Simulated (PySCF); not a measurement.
# C6H6N2: the cost of one run

Computed with PySCF 2.14.0 and routines of our own; the level stands in each step. Atoms count from 0.

### 1 The starting structure

14 atoms, charge 0, multiplicity 1; geometry from: GFN2-xTB.

### 2 Optimising the geometry at PBE0-D3(BJ)/def2-SVP

The job: settings as JSON, then the geometry in Å.

```
{"job": {"xc": "PBE0", "basis": "def2-SVP", "d3": "d3bj", "grid": 2, "kind": "geom"}, "charge": 0, "multiplicity": 1}
C     -1.913619     2.322795    -1.094072
N     -1.024618     1.636507    -0.765663
C     -0.002242     0.848557    -0.389362
C      1.357840     1.068833    -0.469056
C      1.976032    -0.072585     0.061526
C      0.982258    -0.938957     0.442402
N     -0.221519    -0.380879     0.168937
C     -1.513831    -0.956755     0.412843
H      1.832251     1.945678    -0.861669
H      3.030689    -0.238258     0.152479
H      1.050276    -1.911382     0.888661
H     -2.093196    -0.326342     1.092057
H     -2.072093    -1.056948    -0.521322
H     -1.388905    -1.940737     0.860071
```

Started as:

```
$ OMP_NUM_THREADS=1 python excited_run.py task.json out
```

This one command runs all jobs of the session in turn.

**Question.** How long does this first job take on 1 thread of Arm Neoverse V2, shared host, and how much memory does it need?

About 68 s, with a peak of 0.71 GiB.
